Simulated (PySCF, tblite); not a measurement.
# bibenzyl (C₁₄H₁₄): geometry, infrared bands, NMR shifts, spin-spin couplings and electronic excitations

What infrared bands, NMR shifts, spin-spin couplings and electronic excitations should bibenzyl (C₁₄H₁₄) (`c1ccc(CCc2ccccc2)cc1`) show?

Computed with tblite 0.8.0 and PySCF 2.14.0, with density-fitted response routines of our own, on a single molecule in the gas phase. Atoms are numbered from 0 throughout.

### 1 The molecule as given

28 atoms, charge 0, multiplicity 1; geometry from: force field or distance geometry start.

Bonds of the start (Å): C0–C1 1.41, C1–C2 1.38, C2–C3 1.39, C3–C4 1.51, C4–C5 1.53, C5–C6 1.50, C6–C7 1.39, C7–C8 1.40, C8–C9 1.40, C9–C10 1.39, C10–C11 1.39, C3–C12 1.42, C12–C13 1.40, C13–C0 1.39, C11–C6 1.41, C0–H14 1.08, C1–H15 1.07, C2–H16 1.09, C4–H17 1.10, C4–H18 1.10, C5–H19 1.10, C5–H20 1.11, C7–H21 1.09, C8–H22 1.08, C9–H23 1.09, C10–H24 1.09, C11–H25 1.09, C12–H26 1.08, C13–H27 1.09.

### 2 Relaxing the molecule with GFN2-xTB

Job settings and geometry (Å):

```
{"job": {"kind": "relax", "xc": "GFN2-xTB", "basis": "xTB"}, "charge": 0, "multiplicity": 1}
C      4.637600    -0.257800    -0.235800
C      3.891000     0.030700    -1.396100
C      2.515900    -0.112000    -1.377800
C      1.838300    -0.522400    -0.232100
C      0.334300    -0.657300    -0.203200
C     -0.341400     0.654500     0.204500
C     -1.839300     0.532700     0.216300
C     -2.579600     0.809300    -0.929700
C     -3.969900     0.666200    -0.925400
C     -4.634200     0.253400     0.235800
C     -3.899900    -0.028600     1.381100
C     -2.511400     0.104600     1.379200
C      2.579700    -0.803400     0.940600
C      3.978100    -0.670300     0.920400
H      5.707400    -0.141400    -0.237900
H      4.403500     0.352400    -2.276900
H      1.948800     0.120600    -2.283100
H      0.043800    -1.474600     0.467400
H     -0.012000    -0.961900    -1.199400
H     -0.040900     1.470300    -0.464600
H      0.007100     0.971000     1.206300
H     -2.089200     1.129200    -1.844500
H     -4.539900     0.895100    -1.812500
H     -5.718100     0.142600     0.235500
H     -4.405900    -0.347500     2.288800
H     -1.958300    -0.119500     2.288600
H      2.088800    -1.122500     1.843200
H      4.544500    -0.886100     1.825600
```

The run is started by

```sh
> OMP_NUM_THREADS=2 python probes_run.py task.json out
```

The driver reads the jobs from task.json and runs them one after another.

**Question.** This job is followed by: GFN2-xTB harmonic vibrations, gas phase; PBE0-D3(BJ)/def2-SVP geometry optimisation, gas phase; GIAO PBE0/pcSseg-1 NMR shielding, non-relativistic, gas phase; B3LYP/pcJ-1 indirect spin-spin coupling, non-relativistic, gas phase; TDDFT CAM-B3LYP/def2-SVPD, vertical, gas phase, core orbitals frozen in the response; GIAO PBE/pcSseg-1 NMR shielding, non-relativistic, gas phase. Predict these results of the whole session: strongest single infrared mode (GFN2-xTB); zero-point energy (GFN2-xTB); point group; rotational constants (main isotopes); 13C shifts against TMS (PBE0/pcSseg-1, means over atoms taken as alike); 1H shifts against TMS (PBE0/pcSseg-1, means over atoms taken as alike); largest coupling of the table (B3LYP/pcJ-1); lowest singlet (CAM-B3LYP/def2-SVPD); brightest single state of those computed; lowest triplet; range of the shift of C4 (with its like atoms).

As calculated:

| quantity | value |
| --- | --- |
| strongest single infrared mode (GFN2-xTB) | 3081 cm⁻¹, 193 km/mol |
| zero-point energy (GFN2-xTB) | 145.6 kcal/mol |
| point group | C2h |
| rotational constants (main isotopes) | 2.48, 0.27, 0.25 GHz |
| 13C shifts against TMS (PBE0/pcSseg-1, means over atoms taken as alike) | 148.2, 134.3, 134.2, 131.7, 45.9 ppm |
| 1H shifts against TMS (PBE0/pcSseg-1, means over atoms taken as alike) | 7.47, 7.41, 7.36, 2.57 ppm |
| largest coupling of the table (B3LYP/pcJ-1) | 1J(C,H) C0–H14, 167.0 Hz (mean over like pairs) |
| lowest singlet (CAM-B3LYP/def2-SVPD) | 5.40 eV (230 nm), f = 0.002 |
| brightest single state of those computed | state 5, 6.78 eV, f = 1.463 |
| lowest triplet | 4.05 eV |
| range of the shift of C4 (with its like atoms) | 45.9 to 48.5 ppm |

In words: Relaxing lowered the energy by 0.119 eV in 39 steps; the close pair that moved most is C3–C12, from 1.416 to 1.389 Å (GFN2-xTB). No mode is imaginary among the 78: a minimum at this level. Unscaled tight-binding wavenumbers are off by several per cent, some by more. Its intensities can rank the bands wrongly. The start of the PBE0/def2-SVP relaxation was shaken at random by about 0.01 Å, so part of the energy gained, and of the first lengths quoted, undoes that. Over 6 steps the energy fell by 0.312 eV; of the close pairs, C3–C12 changed most, 1.351 to 1.400 Å (PBE0/def2-SVP). NICS(1)zz of -28 ppm above the planar ring from C0 marks a diatropic (aromatic) ring current. NICS(1)zz of -28 ppm above the planar ring from C6 marks a diatropic (aromatic) ring current. In the run at B3LYP/pcJ-1, the largest coupling of the table is C0–H14 (mean over like pairs), 167.0 Hz, of which the Fermi-contact term gives 165.9 Hz. Couplings across rotatable bonds belong to this one conformer; where others are populated, the observed values are averages, and the simulated multiplets take (2 J gauche + J anti)/3 across rotating chain bonds. The lowest singlet, at 5.40 eV, is HOMO→LUMO+1 0.33, HOMO−2→LUMO 0.24 and is weak; of the 10 states computed, the strongest absorption comes from state 5 at 6.78 eV. The lowest triplet lies 1.35 eV below the lowest singlet (triplets in Tamm-Dancoff, singlets in full TDDFT). Across the 2 runs the shift of C4 (with its like atoms) moves most, between 45.9 (PBE0/pcSseg-1) and 48.5 ppm (PBE/pcSseg-1). The conformer search found further structures of the same energy, which may be mirror or relabelled copies of this one.
